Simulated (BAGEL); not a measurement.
# CH5BN2 (SMILES B1NCN1): B3LYP/def2-SVPD (density fitting with qzvpp-jkfit)

What is the energy change on altering one bond length of CH5BN2 at B3LYP/def2-SVPD (density fitting with qzvpp-jkfit)? 

The calculation is run with BAGEL 1.2.2.

16 further runs of the same task are left out: 16 set aside as unsound or not needed.

### Step 1. The molecule

The species is CH5BN2 (9 atoms), meant as a singlet with charge 0. As SMILES, `B1NCN1`. The shape is that of a PBE0-D4/def2-TZVP optimisation.

Bond lengths: B1–N2 1.430 Å, N2–C3 1.458 Å, B1–N4 1.430 Å, C3–N4 1.458 Å, B1–H5 1.191 Å, N2–H6 1.003 Å, C3–H7 1.097 Å, C3–H8 1.097 Å, N4–H9 1.003 Å. Some angles: B1–N2–C3 88.7°, N2–B1–N4 92.5°, N2–C3–N4 90.2°, B1–N4–C3 88.7°, B1–N2–H6 135.4°, C3–N2–H6 124.3°, N2–B1–H5 133.7°, N4–B1–H5 133.8°, N2–C3–H7 113.7°, N2–C3–H8 114.4°.

### Step 2. A single-point energy at B3LYP/def2-SVPD (density fitting with qzvpp-jkfit)

Contents of calc.json:

```json
{ "bagel" : [

{
  "title" : "molecule",
  "basis" : "def2-svpd.json",
  "df_basis" : "qzvpp-jkfit",
  "angstrom" : "true",
  "geometry" : [
    { "atom" : "B", "xyz" : [   -0.538100,    0.903800,   -0.424200 ] },
    { "atom" : "N", "xyz" : [    0.763900,    0.350100,   -0.630900 ] },
    { "atom" : "C", "xyz" : [    0.430100,   -0.702400,    0.322000 ] },
    { "atom" : "N", "xyz" : [   -0.891500,   -0.116200,    0.513500 ] },
    { "atom" : "H", "xyz" : [   -1.109600,    1.851900,   -0.864600 ] },
    { "atom" : "H", "xyz" : [    1.686500,    0.722000,   -0.761500 ] },
    { "atom" : "H", "xyz" : [    0.420000,   -1.707100,   -0.117100 ] },
    { "atom" : "H", "xyz" : [    1.046900,   -0.704100,    1.228600 ] },
    { "atom" : "H", "xyz" : [   -1.719800,   -0.644400,    0.717000 ] }
  ]
},
{ "title" : "ks", "xc_func" : "b3lyp" },
{ "title" : "print", "file" : "orbitals.molden", "orbitals" : "true" }

]}
```

The basis set def2-SVPD is read from a file made from the Basis Set Exchange's data (not shown).

Started as:

```
$ BAGEL_NUM_THREADS=1 BAGEL calc.json > calc.out
```

What it wrote:

```text
* using 1 threads per process

  ===============================================================
  ===============================================================

  *** Geometry ***

  { "atom" : "B", "xyz" : [     -1.016862,      1.707934,     -0.801622 ] },
  { "atom" : "N", "xyz" : [      1.443562,      0.661593,     -1.192228 ] },
  { "atom" : "C", "xyz" : [      0.812771,     -1.327344,      0.608492 ] },
  { "atom" : "N", "xyz" : [     -1.684691,     -0.219586,      0.970374 ] },
  { "atom" : "H", "xyz" : [     -2.096840,      3.499584,     -1.633857 ] },
  { "atom" : "H", "xyz" : [      3.187023,      1.364382,     -1.439026 ] },
  { "atom" : "H", "xyz" : [      0.793685,     -3.225951,     -0.221287 ] },
  { "atom" : "H", "xyz" : [      1.978354,     -1.330556,      2.321718 ] },
  { "atom" : "H", "xyz" : [     -3.249951,     -1.217740,      1.354934 ] },

  Number of auxiliary basis functions:      394

  Since a DF basis is specified, we compute 2- and 3-index integrals:
    o Being stored without compression. Storage requirement is 0.045 GB

  Number of basis functions:      120
  Number of electrons      :       30

    * METHOD: MOLECULE                             0.20

  *** Kohn-Sham DFT ***

    * Removing 17618 points whose weight is below 1.00e-10
    * Grid points: 116536

  === Nuclear Repulsion ===
   114.5976913755

       - DIIS with orbital gradients will be used.

  === KS iteration (b3lyp / def2-svpd.json) ===
      0       -148.07811745          0.11152940           0.48
      1       -137.28435324          0.17066378           0.48
      2       -153.91335968          0.12171292           0.48
      3       -173.52263704          0.06158445           0.49
      4       -174.92249163          0.03454711           0.47
      5       -174.90055081          0.03300373           0.48
      6       -175.03672729          0.02885580           0.49
      7       -175.35129458          0.00800760           0.49
      8       -175.38201941          0.00146427           0.49
      9       -175.38284360          0.00060882           0.49
     10       -175.38301884          0.00013236           0.48
     11       -175.38302524          0.00007107           0.49
     12       -175.38302766          0.00001421           0.49
     13       -175.38302774          0.00000778           0.48
     14       -175.38302776          0.00000172           0.48
     15       -175.38302776          0.00000062           0.48
     16       -175.38302776          0.00000020           0.49
     17       -175.38302776          0.00000004           0.50
     18       -175.38302776          0.00000003           0.48
     19       -175.38302776          0.00000001           0.48
    * SCF iteration converged.

    * Permanent dipole moment:
           (   -0.260301,     0.431858,    -0.200853) a.u.

    * METHOD: KS                                  10.48

    * METHOD: PRINT                                0.03

  ===============================================================
```

Wall time 11 s (1 thread of Arm Neoverse V1, shared host); peak memory 0.62 GiB.

### Step 3. The distorted shape

Contents of input.json:

```json
{ "bagel": [

{
  "title": "molecule",
  "basis": "def2-svpd.json",
  "df_basis": "qzvpp-jkfit",
  "angstrom": true,
  "geometry": [
    { "atom": "B", "xyz": [      -0.530020,       1.707544,      -0.072927 ] },
    { "atom": "N", "xyz": [       0.771980,       1.153844,      -0.279627 ] },
    { "atom": "C", "xyz": [       0.438180,       0.101344,       0.673273 ] },
    { "atom": "N", "xyz": [      -0.883420,       0.687544,       0.864773 ] },
    { "atom": "H", "xyz": [      -1.101520,       2.655644,      -0.513327 ] },
    { "atom": "H", "xyz": [       1.694580,       1.525744,      -0.410227 ] },
    { "atom": "H", "xyz": [       0.420000,      -1.707100,      -0.117100 ] },
    { "atom": "H", "xyz": [       1.054980,       0.099644,       1.579873 ] },
    { "atom": "H", "xyz": [      -1.711720,       0.159344,       1.068273 ] }
  ]
},

{
  "title": "ks",
  "xc_func": "b3lyp"
},

{
  "title": "print",
  "file": "orbitals.molden",
  "orbitals": true
}

]}
```

The basis set def2-SVPD is read from a file made from the Basis Set Exchange's data (not shown).

Started as:

```
$ BAGEL_NUM_THREADS=1 BAGEL input.json > input.out
```

What it wrote:

```text
* using 1 threads per process

  ===============================================================
  ===============================================================

  *** Geometry ***

  { "atom" : "B", "xyz" : [     -1.001593,      3.226791,     -0.137812 ] },
  { "atom" : "N", "xyz" : [      1.458831,      2.180449,     -0.528418 ] },
  { "atom" : "C", "xyz" : [      0.828040,      0.191512,      1.272302 ] },
  { "atom" : "N", "xyz" : [     -1.669422,      1.299270,      1.634184 ] },
  { "atom" : "H", "xyz" : [     -2.081571,      5.018440,     -0.970047 ] },
  { "atom" : "H", "xyz" : [      3.202292,      2.883238,     -0.775217 ] },
  { "atom" : "H", "xyz" : [      0.793685,     -3.225951,     -0.221287 ] },
  { "atom" : "H", "xyz" : [      1.993623,      0.188300,      2.985527 ] },
  { "atom" : "H", "xyz" : [     -3.234682,      0.301117,      2.018743 ] },

  Number of auxiliary basis functions:      394

  Since a DF basis is specified, we compute 2- and 3-index integrals:
    o Being stored without compression. Storage requirement is 0.045 GB

  Number of basis functions:      120
  Number of electrons      :       30

    * METHOD: MOLECULE                             0.20

  *** Kohn-Sham DFT ***

    * Removing 16717 points whose weight is below 1.00e-10
    * Grid points: 117437

  === Nuclear Repulsion ===
   112.0487651740

       - DIIS with orbital gradients will be used.

  === KS iteration (b3lyp / def2-svpd.json) ===
      0       -147.28529523          0.10768282           0.48
      1       -136.72237316          0.12916721           0.48
      2       -153.04647319          0.12091495           0.47
      3       -173.59263168          0.04026270           0.48
      4       -174.28652246          0.03934596           0.49
      5       -174.98219975          0.02271038           0.48
      6       -175.00664369          0.02204053           0.48
      7       -175.22690897          0.00892223           0.47
      8       -175.25823356          0.00370984           0.47
      9       -175.26999218          0.00113188           0.49
     10       -175.27057365          0.00075335           0.48
     11       -175.27085676          0.00025731           0.47
     12       -175.27089860          0.00005874           0.47
     13       -175.27089937          0.00004436           0.51
     14       -175.27090021          0.00001433           0.47
     15       -175.27090029          0.00000700           0.47
     16       -175.27090032          0.00000273           0.47
     17       -175.27090033          0.00000240           0.47
     18       -175.27090033          0.00000123           0.48
     19       -175.27090033          0.00000020           0.48
     20       -175.27090033          0.00000021           0.48
     21       -175.27090033          0.00000007           0.47
     22       -175.27090033          0.00000004           0.49
     23       -175.27090033          0.00000002           0.47
     24       -175.27090033          0.00000001           0.47
    * SCF iteration converged.

    * Permanent dipole moment:
           (   -0.142573,    -0.358735,    -0.302052) a.u.

    * METHOD: KS                                  12.78

    * METHOD: PRINT                                0.03

  ===============================================================
```

Wall time 13 s (1 thread of Arm Neoverse V1, shared host); peak memory 0.62 GiB.

### Step 4. Results

Level: B3LYP/def2-SVPD (density fitting with qzvpp-jkfit).

```
                                                         quantity          value
                                        first shape: total energy  -175.38303 Eh
                                       first shape: dipole moment         1.38 D
                                         first shape: HOMO energy       -6.81 eV
                                         first shape: LUMO energy        0.47 eV
                                       first shape: HOMO–LUMO gap        7.29 eV
                                    distorted shape: total energy  -175.27090 Eh
                                   distorted shape: dipole moment         1.25 D
                                     distorted shape: HOMO energy       -6.82 eV
                                     distorted shape: LUMO energy       -1.85 eV
                                   distorted shape: HOMO–LUMO gap        4.98 eV
energy change with the C3–H7 bond stretched from 1.097 to 1.974 Å       3.051 eV
```

What this shows: With the C3–H7 bond stretched from 1.097 to 1.974 Å the energy rises by 3.05 eV (294 kJ/mol). The first shape isn't relaxed at this level, so the change isn't measured from a minimum.
